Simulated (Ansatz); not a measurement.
# SnH₂O₂ (SMILES [OH][Sn][OH]): energies and forces away from the minimum

One table from this session's results is given with a row withheld; the runs are named, their logs left out.

Program: Ansatz 0.2.0, Gaussian basis. Level of theory: single points with forces in def2-TZVPP. These are calculated values, not measurements.

Levels: PBE-D4, r2SCAN-D4, PBE0-D4, wB97M-V, Hartree-Fock, MP2, CCSD, CCSD(T). Each coordinate is moved by a Gaussian draw of the width named (0.7 of it for atoms other than hydrogen): 0.04, 0.06, 0.06, 0.06 Å.

Cores are frozen in the correlated methods. Filled d shells of the heavier atoms are correlated. Core potentials replace the inner electrons past krypton, and spin-orbit coupling is left out.

11 further runs of the same task are left out: 11 set aside as unsound or not needed.

## The starting structure

The minimum, relaxed at PBE0-D4: SMILES `[OH][Sn][OH]`, 5 atoms, charge 0, spin multiplicity 1.

Atoms are counted from 1 here; the program's logs count them from 0.

Bond lengths: O1–Sn2 1.987 Å, O1–H4 0.960 Å, Sn2–O3 1.966 Å, O3–H5 0.964 Å. Angles: Sn2–O1–H4 116.9°, O1–Sn2–O3 91.9°, Sn2–O3–H5 111.9°.

As a file:

```xyz
5

O    -0.9843    0.1778   -0.6138
Sn   -0.1537   -0.9439    0.8009
O     1.5618    0.0029    0.6361
H    -1.9012   -0.0056   -0.8314
H     1.5272    0.6951   -0.0333
```

Energies of the minimum (eV), from earlier single points: PBE-D4 -9957.53265, r2SCAN-D4 -9961.90860, PBE0-D4 -9957.44973, B3LYP-D4 -9963.91135, wB97M-V -9959.17798, CCSD(T) -9937.23106.

The first run:

File ccsdt-tzvpp/in.yaml:

```yaml
crystal:
  periodic: [false, false, false]
  atoms:
    - {symbol: O, position_ang: [-0.992102, 0.182960, -0.572314]}
    - {symbol: Sn, position_ang: [-0.139288, -0.938422, 0.813038]}
    - {symbol: O, position_ang: [1.603320, -0.014011, 0.629109]}
    - {symbol: H, position_ang: [-1.949608, -0.025547, -0.814319]}
    - {symbol: H, position_ang: [1.636105, 0.678491, -0.057356]}
basis:
  gaussian: {orbitals: def2-TZVPP}
correlation: {method: ccsd_t}
output: {forces: true}
```

No record of the launch command was kept for these runs.

Among the steps run: Structure 1, width 0.04 Å; Structure 2, width 0.06 Å; Structure 3, width 0.06 Å; Structure 4, width 0.06 Å.

One of the session's tables, all rows but one given; the rest of the session is left out.

```
   method  RMS force component (eV/Å)  angle to CCSD(T) forces (°)  dipole (D)
   PBE-D4                       5.154                          3.8        2.17
r2SCAN-D4                           ?                            ?           ?
  PBE0-D4                       5.016                          0.7        2.34
  wB97M-V                       5.019                          0.6        2.40
  CCSD(T)                       5.051                    reference        2.39
```

Q: Estimate the row for r2SCAN-D4 from the others.

The run gave: RMS force component (eV/Å): 5.024; angle to CCSD(T) forces (°): 1.1; dipole (D): 2.22. In the column «RMS force component (eV/Å)» it lies between wB97M-V (5.019) and CCSD(T) (5.051).
